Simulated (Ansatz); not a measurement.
# LiFeN (P-6m2) in Ansatz: equation of state

Aim: energy against volume of LiFeN in PBE, for its equilibrium volume and stiffness.

Program: Ansatz 0.2.0. These are calculated values, not measurements. Logs are shortened: lines on timing, memory, paths and dates and some standing lists are left out, and cuts for length are marked.

## (1) The structure

Symmetry: P-6m2, No. 187, hexagonal system. The conventional cell has a = 3.101 Å, b = 3.101 Å, c = 4.145 Å, α = 90.00°, β = 90.00°, γ = 120.00°. Around Fe (site symmetry -6m2) lie 3 N at 1.79 Å. N (site symmetry -6m2) is surrounded by 3 Fe at 1.79 Å. Li (site symmetry -6m2) has 2 N at 2.07 Å as nearest neighbours.

The cell comes from a database or a generator and needn't be the stable form of this composition.

## (2) Single point, PBE, collinear spin, ferromagnetic start, 10.81 Å³/atom (volume scaled by 0.94)

Contents of input.yaml:

```yaml
crystal:
  lattice:
    - [3.0373050275, 0.0, 0.0]
    - [-1.5186525137, 2.6303833128, 0.0]
    - [0.0, 0.0, 4.0607165003]
  atoms:
    - { symbol: Fe, position: [0.3333333333, 0.6666666667, 0.5], spin: 3.0 }
    - { symbol: "N", position: [0.0, 0.0, 0.5] }
    - { symbol: Li, position: [0.0, 0.0, 0.0] }
hamiltonian:
  xc: pbe
  pseudopotentials: { kind: paw }
magnetization:
  spin_polarized: true
kpoints:
  mp_grid: { grid: [10, 10, 7] }
scf:
  occupations: { method: fermi_dirac, width: 0.05 }
output:
  forces: true
  stress: true
  eigenvalues: true
  write_density: true
  write_potential: true
  elf: true
  volumetric_format: npy
```

Potentials or basis: Ansatz PAW.

Launch:

```bash
ansatz run input.yaml --threads 2 --pin off --max-ram 5120MiB --backend cpu --events-out ev --progress --plain --runs-dir out
```

Output:

```text
Warning: RAYON_NUM_THREADS=2 ignored (pool sized by the plan → 2); use --threads N
Engine: ansatz 0.2.0, aarch64-unknown-linux-gnu
Pseudopotentials: kind: paw
Pseudopotential: Fe, paw, valence charge 16, recommended cutoff 420 eV (normal), Fe.paw.azcp
Pseudopotential: N, paw, valence charge 5, recommended cutoff 420 eV (normal), N.paw.azcp
Pseudopotential: Li, paw, valence charge 3, recommended cutoff 420 eV (normal), Li.paw.azcp
Functional definition: PBE
  parameter kappa = 0.804
  parameter beta = 0.06672455060314922
  exchange = pbe_x(kappa = kappa, mu = beta*pi^2/3)
  correlation = pbe_c(beta = beta)
Crystal: 3 atoms, lattice volume = 32.442 Å³
Basis set: ecut = 420 eV, 613 PW (Γ), exchange–correlation on 48×48×60 points (8 copies of the dense FFT grid, shifted against one another)
Bands: 18, of which v1, the nominal top of the filled ones, is band 12 counted from 1 (11 counted from 0)
Symmetry: 12 space group operations
Space group: P-6m2 (ITA 187), of the structure as read, at distance tolerance 3.2e-5 Å
Magnetic group: BNS 187.209 (UNI 1439), of the structure as read, at distance tolerance 3.2e-5 Å
k-points: 56 of 700 (time reversal used)
Non-local potential: Fe, projectors of the file, l = 0: 3, l = 1: 2, l = 2: 3, l = 3: 1
Non-local potential: N, projectors of the file, l = 0: 2, l = 1: 2, l = 2: 1
Non-local potential: Li, projectors of the file, l = 0: 3, l = 1: 2, l = 2: 1
PAW form: soft (Blöchl's): semilocal exchange-correlation on the pseudo side does not see the compensation charge
PAW one-centre angular grid: Fe, 590 points (default); XC on 64 Gauss nodes
PAW one-centre angular grid: N, 110 points (default); XC on 64 Gauss nodes
PAW one-centre angular grid: Li, 110 points (default); XC on 64 Gauss nodes
Initial density: superposition of atomic densities (chi_scale 0.1, normalization cell, long waves kept (reshape's long-wave potential 0.03 eV rms))
Starting moments: Σ|m| = 3 μB on 1 of 3 sites
Initial wavefunctions: pseudopotential atomic-orbital guess
Functional: x = pbe(κ = 0.804, μ = 0.2195149727645171), c = pbe(β = 0.06672455060314922)
SCF iter   1: F=—  HF=-5068.820681 eV  |F-HF|=—  |Δ(HF+E_count)|=         —  Δρ=8.42e-2 (↑8.42e-2 ↓6.79e-2)  dr2=1.36e0  dr2_m=1.36e0  M=1.768 μB ∫|m|=1.907 μB  β_m=0.30  ethr=3.10e-3  ⟨swp⟩=4.9  Hψ=8293  notcnv=0
Mixer restart at iter 1: flushing history
[... 9 lines left out ...]
SCF iter  10: F=—  HF=-5069.601544 eV  |F-HF|=—  |Δ(HF+E_count)|=   2.19e-5  Δρ=3.67e-4 (↑3.67e-4 ↓2.53e-4)  dr2=1.83e-5  dr2_m=2.44e-5  M=0.084 μB ∫|m|=0.100 μB  β_m=0.79  ethr=1.68e-7  ⟨swp⟩=2.3  Hψ=3231  notcnv=0  defer=79
SCF iter  11: F=—  HF=-5069.601548 eV  |F-HF|=—  |Δ(HF+E_count)|=   4.47e-6  Δρ=2.38e-4 (↑2.30e-4 ↓2.38e-4)  dr2=4.45e-7  dr2_m=1.60e-5  M=0.078 μB ∫|m|=0.092 μB  β_m=0.90  ethr=7.64e-8  ⟨swp⟩=1.5  Hψ=2369  notcnv=0  defer=79
SCF iter  12: F=—  HF=-5069.601552 eV  |F-HF|=—  |Δ(HF+E_count)|=   3.81e-6  Δρ=5.61e-5 (↑4.14e-5 ↓5.61e-5)  dr2=4.40e-8  dr2_m=6.87e-7  M=0.059 μB ∫|m|=0.069 μB  β_m=0.95  ethr=1.86e-9  ⟨swp⟩=3.0  Hψ=4118  notcnv=0  defer=79
SCF iter  13: F=—  HF=-5069.601553 eV  |F-HF|=—  |Δ(HF+E_count)|=   5.75e-7  Δρ=3.19e-5 (↑2.66e-5 ↓3.19e-5)  dr2=1.08e-8  dr2_m=2.53e-7  M=0.053 μB ∫|m|=0.062 μB  β_m=0.97  ethr=1.84e-10  ⟨swp⟩=3.0  Hψ=4137  notcnv=0  defer=79
SCF iter  14: F=—  HF=-5069.601553 eV  |F-HF|=—  |Δ(HF+E_count)|=   1.27e-7  Δρ=1.16e-5 (↑1.16e-5 ↓3.55e-6)  dr2=4.24e-8  dr2_m=1.22e-8  M=0.049 μB ∫|m|=0.057 μB  β_m=0.88  ethr=4.49e-11  ⟨swp⟩=3.0  Hψ=4214  notcnv=0  defer=79
SCF iter  15: F=—  HF=-5069.601553 eV  |F-HF|=—  |Δ(HF+E_count)|=   1.24e-8  Δρ=5.03e-6 (↑5.03e-6 ↓4.98e-6)  dr2=1.10e-8  dr2_m=5.38e-9  M=0.047 μB ∫|m|=0.055 μB  β_m=0.75  ethr=4.49e-11  ⟨swp⟩=2.4  Hψ=3467  notcnv=0  defer=79
SCF iter  16: F=—  HF=-5069.601553 eV  |F-HF|=—  |Δ(HF+E_count)|=  9.39e-10  Δρ=1.05e-6 (↑8.52e-7 ↓1.05e-6)  dr2=9.56e-11  dr2_m=2.38e-10  M=0.047 μB ∫|m|=0.054 μB  β_m=0.85  ethr=4.49e-11  ⟨swp⟩=2.0  Hψ=3412  notcnv=0  defer=79
SCF iter  17: F=-5069.601553 eV  HF=-5069.601553 eV  |F-HF|=2.91e-11  |Δ(HF+E_count)|=  3.96e-10  Δρ=2.76e-7 (↑2.52e-7 ↓2.76e-7)  dr2=3.93e-11  dr2_m=4.26e-12  M=0.046 μB ∫|m|=0.054 μB  ethr=1.00e-12  ⟨swp⟩=6.1  Hψ=10552  notcnv=0
SCF 1 converged in 17 iterations: F = -5069.601553 eV  dr2 = 3.93e-11
SCF converged after 17 iterations
Magnetization: 0.0464 μB (12.0232 up, 11.9768 down)
Absolute magnetization: 0.0542 μB (∫|ρ↑−ρ↓|, with the PAW one-centre terms)
Spin contamination: 0.0001 ħ² per cell (⟨S²⟩ above its minimum at these occupations)
Per-site moments (μB) at R_I (Å): [(0.042540912119949516, 0.723355411027864), (-0.0010756043903004202, 0.723355411027864), (-0.00025600814778028926, 0.8375227781868749)]
Free energy (F): -5069.601553 eV
Harris-Foulkes:  -5069.601553 eV  (|F-HF|=2.91e-11)
Internal energy: -5069.584849 eV  (E = F + TS)
E sigma→0 (E₀):  -5069.593201 eV
Entropy (-TS):   -0.016704 eV (-5.568 meV/atom)
Fermi energy:    9.672254 eV
--- Per-component energies (eV) ---
  E_band       = -429.715538
  E_kinetic    = 509.366897
  E_local      = -3610.310000  (includes V_loc(G=0)·N_el)
  E_nonlocal   = 228.009874
  E_hartree    = 1507.251717
  E_xc         = -189.736433
  E_vxc        = -243.424374  (∫ρ·V_xc dr)
  E_paw        = -1512.650541  (= ΣΔE_a)
  E_vpaw       = -327.861925  (= ΣTr[D̂ρ^β])
  E_aug_tail   = 0.000923  (compensation charges beyond the density's cutoff)
  E_ewald      = -2001.517287
  E_smearing   = -0.016704  (= −TS)
  E_closure    = -0.000000  (closes the sum)
  Σ components = -5069.601553   (vs F -5069.601553, Δ=0.00e0)
--- Forces (eV/Å), atoms counted from 1 ---
  atom   1  Fe     0.00000000     0.00000000    -0.00000000
  atom   2  N     -0.00000000     0.00000000    -0.00000000
  atom   3  Li    -0.00000000    -0.00000000     0.00000000
  max |Σ_I F_I| component: 3.24e-16 eV/Å
--- Stress (GPa, compression-positive) ---
       10.617838      -0.000000       0.000000
        0.000000      10.617838      -0.000000
        0.000000      -0.000000       3.351908
  P = ⅓ Tr σ = 8.1959 GPa (81.959 kbar)
--- Band table (eV; the first three rows and the last of 112) ---
  k-point 0 ↑: bands = ["-77.7419", "-44.1856", "-44.1856", "-43.1109", "-36.0218", "-7.0523", "2.9280", "2.9280", "4.4252", "6.7672", "8.7690", "8.7690", "12.1122", "13.7440", "13.7440", "18.1855", "19.3146", "23.7255"]
  k-point 1 ↑: bands = ["-77.7419", "-44.1856", "-44.1856", "-43.1111", "-36.0216", "-7.0595", "2.9313", "2.9313", "4.2987", "7.0820", "8.7580", "8.7580", "12.1084", "13.7519", "13.7519", "17.0344", "20.4370", "23.6016"]
  k-point 2 ↑: bands = ["-77.7419", "-44.1856", "-44.1856", "-43.1115", "-36.0210", "-7.0755", "2.9395", "2.9395", "4.0855", "7.7693", "8.7335", "8.7335", "12.0871", "13.7710", "13.7710", "15.6949", "21.5944", "23.1363"]
  k-point 55 ↓: bands = ["-77.6786", "-44.1795", "-44.1621", "-43.0648", "-36.0061", "-5.8198", "3.7604", "4.3485", "4.6509", "7.2592", "7.5840", "9.2222", "9.6418", "11.0455", "11.8057", "14.2558", "20.2422", "21.1358"]
```

Run time: 7.5 s. Hardware: 2 threads of Arm Neoverse V2, shared host; peak memory 0.36 GiB.

What came out:

* Free energy: -5069.6016 eV
* Pressure: 8.2 GPa
* Band gap on the k mesh: none (metal or under the smearing width)
* Net moment: 0.05 μB per cell
* Absolute moment: 0.05 μB per cell
* Site moments: Fe +0.04; N -0.00; Li -0.00 μB

Caveat: the starting moments collapsed, and a magnetic state may lie lower; the pressure holds a Pulay correction of +0.4 GPa for the finite cutoff; the starting moments weren't kept.

## (3) Single point, PBE, collinear spin, ferromagnetic start, 11.04 Å³/atom (volume scaled by 0.96)

Edit input.yaml of step 2 so:

```diff
@@ -2,5 +2,5 @@
   lattice:
-    - [3.0373050275, 0.0, 0.0]
-    - [-1.5186525137, 2.6303833128, 0.0]
-    - [0.0, 0.0, 4.0607165003]
+    - [3.0586952043, 0.0, 0.0]
+    - [-1.5293476021, 2.6489077493, 0.0]
+    - [0.0, 0.0, 4.0893140376]
   atoms:
@@ -22,5 +22 @@
   eigenvalues: true
-  write_density: true
-  write_potential: true
-  elf: true
-  volumetric_format: npy
```

Potentials or basis: Ansatz PAW.

Launch:

```bash
ansatz run input.yaml --threads 2 --pin off --max-ram 5120MiB --backend cpu --events-out ev --progress --plain --runs-dir out
```

Output:

```text
Warning: RAYON_NUM_THREADS=2 ignored (pool sized by the plan → 2); use --threads N
Engine: ansatz 0.2.0, aarch64-unknown-linux-gnu
Pseudopotentials: kind: paw
Pseudopotential: Fe, paw, valence charge 16, recommended cutoff 420 eV (normal), Fe.paw.azcp
Pseudopotential: N, paw, valence charge 5, recommended cutoff 420 eV (normal), N.paw.azcp
Pseudopotential: Li, paw, valence charge 3, recommended cutoff 420 eV (normal), Li.paw.azcp
Functional definition: PBE
  parameter kappa = 0.804
  parameter beta = 0.06672455060314922
  exchange = pbe_x(kappa = kappa, mu = beta*pi^2/3)
  correlation = pbe_c(beta = beta)
Crystal: 3 atoms, lattice volume = 33.132 Å³
Basis set: ecut = 420 eV, 649 PW (Γ), exchange–correlation on 48×48×60 points (8 copies of the dense FFT grid, shifted against one another)
Bands: 18, of which v1, the nominal top of the filled ones, is band 12 counted from 1 (11 counted from 0)
Symmetry: 12 space group operations
Space group: P-6m2 (ITA 187), of the structure as read, at distance tolerance 3.2e-5 Å
Magnetic group: BNS 187.209 (UNI 1439), of the structure as read, at distance tolerance 3.2e-5 Å
k-points: 56 of 700 (time reversal used)
Non-local potential: Fe, projectors of the file, l = 0: 3, l = 1: 2, l = 2: 3, l = 3: 1
Non-local potential: N, projectors of the file, l = 0: 2, l = 1: 2, l = 2: 1
Non-local potential: Li, projectors of the file, l = 0: 3, l = 1: 2, l = 2: 1
[... 30 lines left out ...]
SCF converged after 18 iterations
Magnetization: 0.0779 μB (12.0390 up, 11.9610 down)
Absolute magnetization: 0.0912 μB (∫|ρ↑−ρ↓|, with the PAW one-centre terms)
Spin contamination: 0.0006 ħ² per cell (⟨S²⟩ above its minimum at these occupations)
Per-site moments (μB) at R_I (Å): [(0.07176328436113144, 0.7284496310653971), (-0.001930831316277942, 0.7284496310653971), (-0.000434184224841272, 0.8434210202550001)]
Free energy (F): -5069.629302 eV
Harris-Foulkes:  -5069.629302 eV  (|F-HF|=5.28e-11)
Internal energy: -5069.612583 eV  (E = F + TS)
E sigma→0 (E₀):  -5069.620943 eV
Entropy (-TS):   -0.016718 eV (-5.573 meV/atom)
Fermi energy:    9.391835 eV
--- Per-component energies (eV) ---
  E_band       = -434.992774
  E_kinetic    = 508.065893
  E_local      = -3632.185117  (includes V_loc(G=0)·N_el)
  E_nonlocal   = 228.111963
  E_hartree    = 1515.889400
  E_xc         = -189.363604
  E_vxc        = -242.918961  (∫ρ·V_xc dr)
  E_paw        = -1512.611852  (= ΣΔE_a)
  E_vpaw       = -327.846236  (= ΣTr[D̂ρ^β])
  E_aug_tail   = 0.000938  (compensation charges beyond the density's cutoff)
  E_ewald      = -1987.520204
  E_smearing   = -0.016718  (= −TS)
  E_closure    = 0.000000  (closes the sum)
  Σ components = -5069.629302   (vs F -5069.629302, Δ=0.00e0)
--- Forces (eV/Å), atoms counted from 1 ---
  atom   1  Fe     0.00000000     0.00000000     0.00000000
  atom   2  N      0.00000000     0.00000000     0.00000000
  atom   3  Li    -0.00000000     0.00000000     0.00000000
  max |Σ_I F_I| component: 6.57e-16 eV/Å
--- Stress (GPa, compression-positive) ---
        6.183103       0.000000       0.000000
        0.000000       6.183103       0.000000
        0.000000       0.000000       1.908872
  P = ⅓ Tr σ = 4.7584 GPa (47.584 kbar)
--- Band table (eV; the first three rows and the last of 112) ---
  k-point 0 ↑: bands = ["-78.0048", "-44.4425", "-44.4425", "-43.3782", "-36.3230", "-7.1956", "2.7901", "2.7901", "4.2543", "6.5456", "8.5044", "8.5044", "11.7526", "13.3376", "13.3376", "17.7836", "18.8923", "23.2713"]
  k-point 1 ↑: bands = ["-78.0048", "-44.4424", "-44.4424", "-43.3783", "-36.3228", "-7.2021", "2.7935", "2.7935", "4.1256", "6.8574", "8.4938", "8.4938", "11.7542", "13.3456", "13.3456", "16.6385", "20.0105", "23.1575"]
  k-point 2 ↑: bands = ["-78.0048", "-44.4424", "-44.4424", "-43.3787", "-36.3222", "-7.2166", "2.8020", "2.8020", "3.9088", "7.5339", "8.4702", "8.4702", "11.7516", "13.3648", "13.3648", "15.3010", "21.1694", "22.7095"]
  k-point 55 ↓: bands = ["-77.9037", "-44.3890", "-44.3730", "-43.3055", "-36.3090", "-5.9995", "3.5828", "4.1919", "4.4540", "7.0702", "7.3878", "8.9665", "9.3731", "10.7488", "11.5161", "13.9421", "19.8089", "20.6971"]
```

Run time: 6.8 s. Hardware: 2 threads of Arm Neoverse V2, shared host; peak memory 0.36 GiB.

What came out:

```yaml
Free_energy: -5069.6293 eV
Pressure: 4.8 GPa
Band_gap_on_the_k_mesh: none (metal or under the smearing width)
Net_moment: 0.08 μB per cell
Absolute_moment: 0.09 μB per cell
Site_moments: Fe +0.07; N -0.00; Li -0.00 μB
```

Caveat: the pressure holds a Pulay correction of +0.4 GPa for the finite cutoff; the starting moments weren't kept.

## (4) Single point, PBE, collinear spin, ferromagnetic start, 11.27 Å³/atom (volume scaled by 0.98)

Edit input.yaml of step 3 so:

```diff
@@ -2,5 +2,5 @@
   lattice:
-    - [3.0586952043, 0.0, 0.0]
-    - [-1.5293476021, 2.6489077493, 0.0]
-    - [0.0, 0.0, 4.0893140376]
+    - [3.0797903206, 0.0, 0.0]
+    - [-1.5398951602, 2.6671766559, 0.0]
+    - [0.0, 0.0, 4.1175170946]
   atoms:
@@ -22 +22,5 @@
   eigenvalues: true
+  write_density: true
+  write_potential: true
+  elf: true
+  volumetric_format: npy
```

Launch:

```bash
ansatz run input.yaml --threads 2 --pin off --max-ram 5120MiB --backend cpu --events-out ev --progress --plain --runs-dir out
```

It took 7.9 s on 2 threads of Arm Neoverse V2, shared host; peak memory 0.36 GiB.

The run converged. Its results:

* Free energy: -5069.6431 eV
* Pressure: 1.7 GPa
* Band gap on the k mesh: none (metal or under the smearing width)
* Net moment: 0.09 μB per cell
* Absolute moment: 0.11 μB per cell
* Site moments: Fe +0.09; N -0.00; Li -0.00 μB

Caveat: the pressure holds a Pulay correction of +0.4 GPa for the finite cutoff; the starting moments weren't kept.

## (5) Single point, PBE, collinear spin, ferromagnetic start, 11.50 Å³/atom

Edit input.yaml of step 4 so:

```diff
@@ -2,5 +2,5 @@
   lattice:
-    - [3.0797903206, 0.0, 0.0]
-    - [-1.5398951602, 2.6671766559, 0.0]
-    - [0.0, 0.0, 4.1175170946]
+    - [3.1006003459, 0.0, 0.0]
+    - [-1.5503001729, 2.6851986665, 0.0]
+    - [0.0, 0.0, 4.145339]
   atoms:
@@ -22,5 +22 @@
   eigenvalues: true
-  write_density: true
-  write_potential: true
-  elf: true
-  volumetric_format: npy
```

Launch:

```bash
ansatz run input.yaml --threads 2 --pin off --max-ram 5120MiB --backend cpu --events-out ev --progress --plain --runs-dir out
```

Wall time 8 s (2 threads of Arm Neoverse V2, shared host); peak memory 0.36 GiB.

Results (log left out):

```
Free energy            : -5069.6440 eV
Pressure               : -1.1 GPa
Band gap on the k mesh : none (metal or under the smearing width)
Net moment             : -0.11 μB per cell
Absolute moment        : 0.12 μB per cell
Site moments           : Fe -0.10; N +0.00; Li +0.00 μB
```

Caveat: the pressure holds a Pulay correction of +0.4 GPa for the finite cutoff; the starting moments weren't kept.

## (6) Single point, PBE, collinear spin, ferromagnetic start, 11.73 Å³/atom (volume scaled by 1.02)

Edit input.yaml of step 5 so:

```diff
@@ -2,5 +2,5 @@
   lattice:
-    - [3.1006003459, 0.0, 0.0]
-    - [-1.5503001729, 2.6851986665, 0.0]
-    - [0.0, 0.0, 4.145339]
+    - [3.1211347215, 0.0, 0.0]
+    - [-1.5605673607, 2.7029819574, 0.0]
+    - [0.0, 0.0, 4.1727923762]
   atoms:
```

Potentials or basis: Ansatz PAW.

Launch:

```bash
ansatz run input.yaml --threads 2 --pin off --max-ram 5120MiB --backend cpu --events-out ev --progress --plain --runs-dir out
```

Wall time 9.4 s (2 threads of Arm Neoverse V2, shared host); peak memory 0.37 GiB.

Results (log left out):

```
Free energy            : -5069.6336 eV
Pressure               : -3.6 GPa
Band gap on the k mesh : none (metal or under the smearing width)
Net moment             : 0.11 μB per cell
Absolute moment        : 0.13 μB per cell
Site moments           : Fe +0.11; N -0.00; Li -0.00 μB
```

Caveat: the pressure holds a Pulay correction of +0.4 GPa for the finite cutoff; the starting moments weren't kept.

## (7) Single point, PBE, collinear spin, ferromagnetic start, 11.96 Å³/atom (volume scaled by 1.04)

Edit input.yaml of step 6 so:

```diff
@@ -2,5 +2,5 @@
   lattice:
-    - [3.1211347215, 0.0, 0.0]
-    - [-1.5605673607, 2.7029819574, 0.0]
-    - [0.0, 0.0, 4.1727923762]
+    - [3.1414023979, 0.0, 0.0]
+    - [-1.5707011989, 2.7205342801, 0.0]
+    - [0.0, 0.0, 4.1998891899]
   atoms:
```

Launch:

```bash
ansatz run input.yaml --threads 2 --pin off --max-ram 5120MiB --backend cpu --events-out ev --progress --plain --runs-dir out
```

It took 7.5 s on 2 threads of Arm Neoverse V2, shared host; peak memory 0.37 GiB.

The run converged. Its results:

```
Free energy            : -5069.6130 eV
Pressure               : -5.9 GPa
Band gap on the k mesh : none (metal or under the smearing width)
Net moment             : 0.12 μB per cell
Absolute moment        : 0.15 μB per cell
Site moments           : Fe +0.12; N -0.00; Li -0.00 μB
```

Caveat: the pressure holds a Pulay correction of +0.3 GPa for the finite cutoff; the starting moments weren't kept.

## (8) Single point, PBE, collinear spin, ferromagnetic start, 12.19 Å³/atom (volume scaled by 1.06)

Edit input.yaml of step 7 so:

```diff
@@ -2,5 +2,5 @@
   lattice:
-    - [3.1414023979, 0.0, 0.0]
-    - [-1.5707011989, 2.7205342801, 0.0]
-    - [0.0, 0.0, 4.1998891899]
+    - [3.1614118699, 0.0, 0.0]
+    - [-1.5807059349, 2.7378629911, 0.0]
+    - [0.0, 0.0, 4.2266407977]
   atoms:
@@ -22 +22,5 @@
   eigenvalues: true
+  write_density: true
+  write_potential: true
+  elf: true
+  volumetric_format: npy
```

Launch:

```bash
ansatz run input.yaml --threads 2 --pin off --max-ram 5120MiB --backend cpu --events-out ev --progress --plain --runs-dir out
```

Run time: 9.8 s. Hardware: 2 threads of Arm Neoverse V2, shared host; peak memory 0.37 GiB.

Results (log left out):

```
Free energy            : -5069.5831 eV
Pressure               : -8.0 GPa
Band gap on the k mesh : none (metal or under the smearing width)
Net moment             : -0.14 μB per cell
Absolute moment        : 0.16 μB per cell
Site moments           : Fe -0.13; N +0.00; Li +0.00 μB
```

Caveat: the pressure holds a Pulay correction of +0.3 GPa for the finite cutoff; the starting moments weren't kept.

## (9) Equation of state, PBE, collinear spin, ferromagnetic start

Potentials or basis: Ansatz PAW.

This step only gathers the single runs of the series.

Results:

| Property | Result |
| --- | --- |
| Equilibrium volume | 11.41 Å³/atom |
| Bulk modulus at fixed shape and positions | 137 GPa |
| Pressure derivative of the bulk modulus | 4.2 |

Energy against volume, from the lowest point:
| volume (Å³/atom) | energy (meV/atom) |
| --- | --- |
| 10.814 | 14.16 |
| 11.044 | 4.91 |
| 11.274 | 0.32 |
| 11.504 | 0.00 |
| 11.734 | 3.46 |
| 11.964 | 10.35 |
| 12.195 | 20.32 |

Caveat: the cell was scaled at fixed shape and fractional positions, which overstates the stiffness of a crystal with free parameters, most of all of layers and chains.
